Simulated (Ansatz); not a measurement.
**Si₃H₅Cl: trial inputs and their diagnosis**

3 inputs were typed for Si₃H₅Cl. Each is run as it stands; the log then has to tell whether the result can be used.

The runs use Ansatz 0.2.0, Gaussian basis; the settings change from run to run.

### Step 1. The geometry

The structure was relaxed beforehand with PBE0-D4 in a triple-zeta def2 set.

SMILES `Cl[SiH]1[SiH2][SiH2]1`, 9 atoms, charge 0, spin multiplicity 1.

Atoms are counted from 1 here; the program's logs count them from 0.

Bond lengths: Cl1–Si2 2.055 Å, Si2–Si3 2.321 Å, Si2–Si4 2.321 Å, Si2–H5 1.483 Å, Si3–Si4 2.351 Å, Si3–H6 1.484 Å, Si3–H7 1.485 Å, Si4–H8 1.484 Å, Si4–H9 1.485 Å. Angles: Cl1–Si2–Si3 122.6°, Cl1–Si2–Si4 122.6°, Cl1–Si2–H5 110.5°, Si3–Si2–Si4 60.8°, Si3–Si2–H5 116.2°, Si4–Si2–H5 116.3°, Si2–Si3–Si4 59.6°, Si2–Si3–H6 117.9°, Si2–Si3–H7 120.1°, Si4–Si3–H6 113.4°, Si4–Si3–H7 122.9°, H6–Si3–H7 113.0°, Si2–Si4–Si3 59.6°, Si2–Si4–H8 117.9°, Si2–Si4–H9 120.2°, Si3–Si4–H8 113.4°, Si3–Si4–H9 122.9°, H8–Si4–H9 113.0°.

As a file:

```xyz
9
ClH5Si3
Cl   -2.1789    1.2138   -1.6664
Si   -0.4781    0.1616   -1.1924
Si    0.9815    0.8332    0.4826
Si   -0.2982   -1.1227    0.7323
H     0.1428   -0.3992   -2.4173
H     0.5528    1.9370    1.3773
H     2.4469    0.8139    0.2453
H    -1.3697   -0.9990    1.7518
H     0.2893   -2.4847    0.6695
```

### Step 2. Attempt 1

The input, in.yaml:

```yaml
crystal:
  periodic: [false, false, false]
  atoms:
    - {symbol: Cl, position_ang: [-1.525223, 0.849646, -1.166458]}
    - {symbol: Si, position_ang: [-0.334672, 0.096954, -0.715469]}
    - {symbol: Si, position_ang: [0.588929, 0.583220, 0.289577]}
    - {symbol: Si, position_ang: [-0.208705, -0.673624, 0.512643]}
    - {symbol: H, position_ang: [0.099972, -0.239518, -1.450377]}
    - {symbol: H, position_ang: [0.331666, 1.355905, 0.964110]}
    - {symbol: H, position_ang: [1.712846, 0.569713, 0.147187]}
    - {symbol: H, position_ang: [-0.958819, -0.699309, 1.051097]}
    - {symbol: H, position_ang: [0.202524, -1.739295, 0.468649]}
basis:
  gaussian: {orbitals: def2-SVPD}
magnetization: {spin_polarized: true, initial_magnetization: 2}
hamiltonian: {xc: {name: SPW92}}
accuracy: high
scf: {lower_state_search: light}
```

Run with:

```console
ansatz run in.yaml --threads 2 --pin off --events-out ev --progress --plain --max-ram 4352MiB
```

Log:

```text
Functional definition: SPW92
  name "SPW92"
  cite "Dirac, Proc. Camb. Phil. Soc. 26, 376 (1930) doi:10.1017/S0305004100016108"
  cite "Slater, Phys. Rev. 81, 385 (1951) doi:10.1103/PhysRev.81.385"
  cite "Perdew & Wang, Phys. Rev. B 45, 13244 (1992) doi:10.1103/PhysRevB.45.13244"
  exchange = slater_x
  correlation = pw_c
2440 factors; integrals over basis functions are off by at most 3.7e-9 eV
mean field evaluation 1: about -35997.2336 eV, gradient 5.8e1 eV
mean field evaluation 2: about -35889.9494 eV, gradient 1.4e2 eV
mean field evaluation 4: about -36014.9636 eV, gradient 2.0e1 eV
mean field evaluation 8: about -36017.8905 eV, gradient 1.6e-1 eV
mean field evaluation 16: about -36017.8830 eV, gradient 2.5e-4 eV
mean field evaluation 32: about -36017.1180 eV, gradient 5.9e0 eV
mean field -36017.88302324 eV, -1323.6327873061 hartree, gradient 5.8e-8 eV, S^2 2.002690; 3 other end points of the search recorded, 0 dependent functions left out
reference -36017.88302757 eV, -1323.6327874652 hartree; 33, 31 occupied and 106, 108 virtual orbitals, 2440 factors
Total energy: -36017.88302757 eV, -1323.6327874652 hartree
```

It took 7.5 s on 2 threads of Arm Neoverse V2, shared host; peak memory 0.55 GiB.

**Diagnosis.** It ended without an error, which proves nothing about the input. The geometry is squeezed well below its size. The shortest distance is 0.92 Å (Si2–H5), against 1.48 Å in the relaxed molecule. It also asks for charge 0 and multiplicity 3, another species or state than the molecule above. Its energy is no property of the relaxed molecule. Cure: use the relaxed coordinates, and set charge and spin to those of the species named.

### Step 3. Attempt 2

The input, in.yaml:

```yaml
crystal:
  periodic: [false, false, false]
  atoms:
    - {symbol: Cl, position_ang: [-2.153245, 1.160028, -1.683043]}
    - {symbol: Si, position_ang: [-0.484617, 0.195274, -1.163181]}
    - {symbol: Si, position_ang: [0.997096, 0.801251, 0.465527]}
    - {symbol: Si, position_ang: [-0.277229, -1.180657, 0.703215]}
    - {symbol: H, position_ang: [0.155121, -0.394242, -2.431220]}
    - {symbol: H, position_ang: [0.580106, 1.882021, 1.376819]}
    - {symbol: H, position_ang: [-1.381682, -0.759738, 1.819268]}
    - {symbol: H, position_ang: [-1.431682, -1.059738, 1.769268]}
    - {symbol: H, position_ang: [0.304267, -2.433489, 0.667335]}
basis:
  gaussian: {orbitals: cc-pVTZ}
hamiltonian: {xc: {name: RPBE}, dispersion: d3bj}
```

The command is unchanged.

Log:

```text
Functional definition: RPBE
  name "RPBE"
  cite "Hammer, Hansen & Nørskov, Phys. Rev. B 59, 7413 (1999) doi:10.1103/PhysRevB.59.7413"
  cite "Perdew, Burke & Ernzerhof, Phys. Rev. Lett. 77, 3865 (1996) doi:10.1103/PhysRevLett.77.3865"
  parameter kappa = 0.804
  parameter beta = 0.06672455060314922
  exchange = rpbe_x(kappa = kappa, mu = beta*pi^2/3)
  correlation = pbe_c(beta = beta)
1398 factors; their error is unknown
mean field evaluation 1: about -36215.5389 eV, gradient 3.0e1 eV
mean field evaluation 2: about -36214.1713 eV, gradient 3.4e1 eV
mean field evaluation 4: about -36218.6827 eV, gradient 5.3e0 eV
mean field evaluation 8: about -36218.8076 eV, gradient 2.4e-1 eV
mean field evaluation 16: about -36218.7329 eV, gradient 9.9e-5 eV
mean field -36218.73289858 eV, -1331.0138840839 hartree, gradient 3.2e-5 eV, S^2 0.000000; 1 other end points of the search recorded, 0 dependent functions left out
reference -36218.73294346 eV, -1331.0138857332 hartree; 32, 32 occupied and 174, 174 virtual orbitals, 1398 factors
Total energy: -36220.88517858 eV, -1331.0929789149 hartree
```

It took 3.5 s on 2 threads of Arm Neoverse V2, shared host.

What is wrong: It ended without an error, which proves nothing about the input. One atom was put on top of another. The shortest distance is 0.31 Å (H7–H8), against 1.48 Å in the relaxed molecule. Its coordinates are also moved off the relaxed structure. Its energy is no property of the relaxed molecule. Cure: restore the atom's position.

### Step 4. Attempt 3

The input, in.yaml:

```yaml
crystal:
  periodic: [false, false, false]
  atoms:
    - {symbol: Cl, position_ang: [-2.138575, 1.236076, -1.439553]}
    - {symbol: Si, position_ang: [-0.661853, 0.300065, -1.109901]}
    - {symbol: Si, position_ang: [0.904096, 0.624626, 0.573046]}
    - {symbol: Si, position_ang: [-0.369013, -1.318077, 0.813417]}
    - {symbol: H, position_ang: [0.005763, -0.349267, -2.334009]}
    - {symbol: H, position_ang: [0.458769, 1.653059, 1.600214]}
    - {symbol: H, position_ang: [2.438551, 1.117441, -0.097808]}
    - {symbol: H, position_ang: [-1.516351, -1.060326, 1.744061]}
    - {symbol: H, position_ang: [0.258803, -2.525019, 0.573987]}
basis:
  gaussian: {orbitals: aug-cc-pVDZ}
hamiltonian: {xc: {name: HF}}
correlation: {method: mp2, frozen_orbitals: {Cl: 9}}
```

Launched as before.

Log:

```text
Functional definition: HF
  name "HF"
  cite "Fock, Z. Phys. 61, 126 (1930) doi:10.1007/BF01340294"
  parent pbe
  exchange = exact_x
  correlation = 0
Error: "frozen_orbitals" has no count for Si
```

It took 0.05 s on 2 threads of Arm Neoverse V2, shared host.

What is wrong: Refused before any calculation. Frozen orbitals are typed for one element alone, and the program wants a count for each. Its coordinates are also moved off the relaxed structure. Fix: leave frozen_orbitals out, or give every element a count that its core really has.

### Step 5. How the tries ended

| attempt | level | ended | cause | time |
| --- | --- | --- | --- | --- |
| 1 | SPW92/def2-SVPD | converged | the geometry is squeezed well below its size | 7.5 s |
| 2 | RPBE/cc-pVTZ | converged | one atom was put on top of another | 3.5 s |
| 3 | MP2/aug-cc-pVDZ | refused | frozen orbitals are typed for one element alone, and the program wants a count for each | 0.05 s |

**Reading.** 2 converged, 1 refused. A refusal costs next to no computing time. The dangerous case is the input that converges on a wrong geometry, charge, spin, basis or grid: often only a look at the input shows it.
